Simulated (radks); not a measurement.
**Be in [He] 2s1 3s1: an all-electron calculation**

Wanted: eigenvalues, radial structure and energy terms of neutral beryllium.

The numbers are computed with radks (a radial shooting solver on a logarithmic mesh, Libxc functionals) version 1 (scalar-relativistic Kohn-Sham, RPBE, spin-unpolarised, spherical densities, point nucleus), except any that are marked as measured or tabulated.

### Step 1. The system

```
element       : beryllium (Z = 4)
charge        : 0
electrons     : 4
configuration : [He] 2s1 3s1
```

The outer shells:

Be
```
[He] core
2s [↑ ]
3s [↑ ]
```

### Step 2. The calculation

The run's settings:

```text
Z 4
configuration [He] 2s1 3s1
relativity scalar-relativistic
functional rpbe,pbe
spin unpolarised
nucleus point
c 137.035999084
```

Command:

```
python run_ks.py task.json out
```

The same process makes all the runs of this session.

What does the calculation give?

As calculated:

```
                        quantity                value
                    total energy    -14.43032 hartree
exchange-correlation share of it              18.14 %
                            −T/E               0.9962
          highest occupied level        3s, -1.649 eV
    most extended occupied level  3s, <r> = 7.54 bohr
 radius at density 0.001 e/bohr³            3.52 bohr
    maxima of the radial density                    3
```

3 principal shells are occupied and 3 maxima appear in the radial density. This is not the tabulated ground configuration, so its levels and sizes aren't those of the ground state, and no measured value stands beside it.
